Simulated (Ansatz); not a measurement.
**Ag: random displacements**

This session takes Ag and sets out to compute energies and forces of randomly disturbed cells.

Computed with Ansatz 0.2.0 (DFT PBEsol, scalar-relativistic, plane waves, PAW, unless a step's input says otherwise).

## (1) The starting structure

It takes space group Fm-3m (No. 225, cubic). The conventional cell has a = 4.086 Å, b = 4.086 Å, c = 4.086 Å, α = 90.00°, β = 90.00°, γ = 90.00°. Ag (site symmetry m-3m) is surrounded by 12 Ag at 2.89 Å.

As a file:

```cif
data_structure
_symmetry_space_group_name_H-M 'P 1'
_symmetry_Int_Tables_number 1
_cell_length_a 5.7788
_cell_length_b 5.7788
_cell_length_c 5.7788
_cell_angle_alpha 60.000
_cell_angle_beta 60.000
_cell_angle_gamma 60.000
_cell_volume 136.45
loop_
_atom_site_label
_atom_site_type_symbol
_atom_site_fract_x
_atom_site_fract_y
_atom_site_fract_z
_atom_site_occupancy
Ag1 Ag 0.50000 0.00000 0.00000 1
Ag2 Ag 0.00000 0.00000 0.00000 1
Ag3 Ag 0.50000 0.50000 0.00000 1
Ag4 Ag 0.00000 0.50000 0.00000 1
Ag5 Ag 0.50000 0.00000 0.50000 1
Ag6 Ag 0.00000 0.00000 0.50000 1
Ag7 Ag 0.50000 0.50000 0.50000 1
Ag8 Ag 0.00000 0.50000 0.50000 1
```

The cell is taken as given, not relaxed at this level.

## (2) The reference: the undisturbed cell on the scan's mesh

input.yaml

```yaml
crystal:
  lattice:
    - [-4.0862, -4.0862, 0.0]
    - [0.0, -4.0862, 4.0862]
    - [-4.0862, 0.0, 4.0862]
  atoms:
    - { symbol: Ag, position: [0.5, 0.0, 0.0] }
    - { symbol: Ag, position: [0.0, 0.0, 0.0] }
    - { symbol: Ag, position: [0.5, 0.5, 0.0] }
    - { symbol: Ag, position: [0.0, 0.5, 0.0] }
    - { symbol: Ag, position: [0.5, 0.0, 0.5] }
    - { symbol: Ag, position: [0.0, 0.0, 0.5] }
    - { symbol: Ag, position: [0.5, 0.5, 0.5] }
    - { symbol: Ag, position: [0.0, 0.5, 0.5] }
basis:
  ecutwfc: 420
kpoints:
  mp_grid: { grid: [10, 10, 10] }
hamiltonian:
  xc: pbesol
scf:
  occupations: { method: gaussian, width: 0.15 }
output:
  forces: true
  stress: true
  eigenvalues: true
```

Command:

```
ansatz run input.yaml --threads 2 --pin off --max-ram 5120MiB --backend cpu --events-out ev --progress --plain --runs-dir out
```

## (3) The scan: random displacements

All atoms are moved at random with no net shift, in some cells together with a random strain.

## (4) At rms move = 0.107 Å

input.yaml

```yaml
crystal:
  lattice:
    - [-4.0862, -4.0862, 0.0]
    - [0.0, -4.0862, 4.0862]
    - [-4.0862, 0.0, 4.0862]
  atoms:
    - { symbol: Ag, position: [0.5261657833, 0.0002843856, -0.0216262685] }
    - { symbol: Ag, position: [-0.0100408777, -0.0276231143, 0.0316988109] }
    - { symbol: Ag, position: [0.497348192, 0.4988982937, -0.0005849724] }
    - { symbol: Ag, position: [-0.0021273544, 0.5191964339, -0.0177095691] }
    - { symbol: Ag, position: [0.4910319731, 0.0188487614, 0.510824932] }
    - { symbol: Ag, position: [-0.0064095391, -0.012734515, 0.5035430794] }
    - { symbol: Ag, position: [0.4983981602, 0.4945111662, 0.5023846784] }
    - { symbol: Ag, position: [0.0056336626, 0.5086185884, 0.4914693092] }
basis:
  ecutwfc: 420
kpoints:
  mp_grid: { grid: [10, 10, 10] }
hamiltonian:
  xc: pbesol
scf:
  occupations: { method: gaussian, width: 0.15 }
output:
  forces: true
  stress: true
  eigenvalues: true
```

## (5) Point rms move = 0.163 Å

input.yaml

```yaml
crystal:
  lattice:
    - [-4.0862, -4.0862, 0.0]
    - [0.0, -4.0862, 4.0862]
    - [-4.0862, 0.0, 4.0862]
  atoms:
    - { symbol: Ag, position: [0.4961050596, -0.031247693, 0.0414460058] }
    - { symbol: Ag, position: [0.001591975, 0.0099623707, -0.0126580694] }
    - { symbol: Ag, position: [0.4616440446, 0.5250825069, 0.0147635567] }
    - { symbol: Ag, position: [0.0349526, 0.4660937311, 0.0057679097] }
    - { symbol: Ag, position: [0.4957829233, 0.0344656737, 0.4808520416] }
    - { symbol: Ag, position: [-0.005961343, 0.0085126314, 0.4756722099] }
    - { symbol: Ag, position: [0.5076506914, 0.469553622, 0.5135988718] }
    - { symbol: Ag, position: [0.0082340492, 0.5175771571, 0.4805574739] }
basis:
  ecutwfc: 420
kpoints:
  mp_grid: { grid: [10, 10, 10] }
hamiltonian:
  xc: pbesol
scf:
  occupations: { method: gaussian, width: 0.15 }
output:
  forces: true
  stress: true
  eigenvalues: true
```

## (6) Point rms move = 0.320 Å

input.yaml

```yaml
crystal:
  lattice:
    - [-4.097618053, -4.0506758606, -0.0069336644]
    - [0.0808778689, -4.1246200651, 3.951460045]
    - [-4.0763765098, -0.0143078787, 3.8562742974]
  atoms:
    - { symbol: Ag, position: [0.5021136415, -0.0603928716, 0.0639991393] }
    - { symbol: Ag, position: [0.0308271867, 0.0376521226, -0.0689892828] }
    - { symbol: Ag, position: [0.4958032264, 0.5197518448, -0.059160368] }
    - { symbol: Ag, position: [-0.0738856803, 0.5063928699, 0.0455761836] }
    - { symbol: Ag, position: [0.5414941399, -0.0091679303, 0.4902615511] }
    - { symbol: Ag, position: [-0.0253154438, 0.0371570482, 0.4886489471] }
    - { symbol: Ag, position: [0.4534529637, 0.4735874303, 0.5683470789] }
    - { symbol: Ag, position: [0.075509966, 0.495019486, 0.4713167507] }
basis:
  ecutwfc: 420
kpoints:
  mp_grid: { grid: [10, 10, 10] }
hamiltonian:
  xc: pbesol
scf:
  occupations: { method: gaussian, width: 0.15 }
output:
  forces: true
  stress: true
  eigenvalues: true
```

## (7) At rms move = 0.050 Å

input.yaml

```yaml
crystal:
  lattice:
    - [-4.188094427, -3.972811571, 0.1528090713]
    - [-0.2611395222, -3.8644811201, 3.9620698124]
    - [-4.3863883147, 0.0454848164, 4.268694151]
  atoms:
    - { symbol: Ag, position: [0.4936486235, 0.0099206126, -0.0014906971] }
    - { symbol: Ag, position: [0.0009830345, -0.0005152094, -0.0119868658] }
    - { symbol: Ag, position: [0.5015782493, 0.5007181069, -0.0029030823] }
    - { symbol: Ag, position: [0.00267272, 0.497286219, -0.0032596902] }
    - { symbol: Ag, position: [0.4943869869, -0.0074345146, 0.5063155245] }
    - { symbol: Ag, position: [0.0075530056, -0.0018876125, 0.4975547652] }
    - { symbol: Ag, position: [0.4947876985, 0.504905713, 0.5025319907] }
    - { symbol: Ag, position: [0.0043896817, 0.4970066851, 0.513238055] }
basis:
  ecutwfc: 420
kpoints:
  mp_grid: { grid: [10, 10, 10] }
hamiltonian:
  xc: pbesol
scf:
  occupations: { method: gaussian, width: 0.15 }
output:
  forces: true
  stress: true
  eigenvalues: true
```

(Steps that only read results are left out.)

**Question.** What will these runs give?

The runs gave:

```
      quantity                                     value
costliest cell  224.4 meV/atom at an rms move of 0.320 Å
```

**Reading.** The cost runs from 45.5 to 224.4 meV/atom. Energy over the square of the rms move lies between 2.2 and 19.2 eV/Å² per atom; a harmonic solid under isotropic random moves would keep it roughly constant, while strain and close contacts change it.
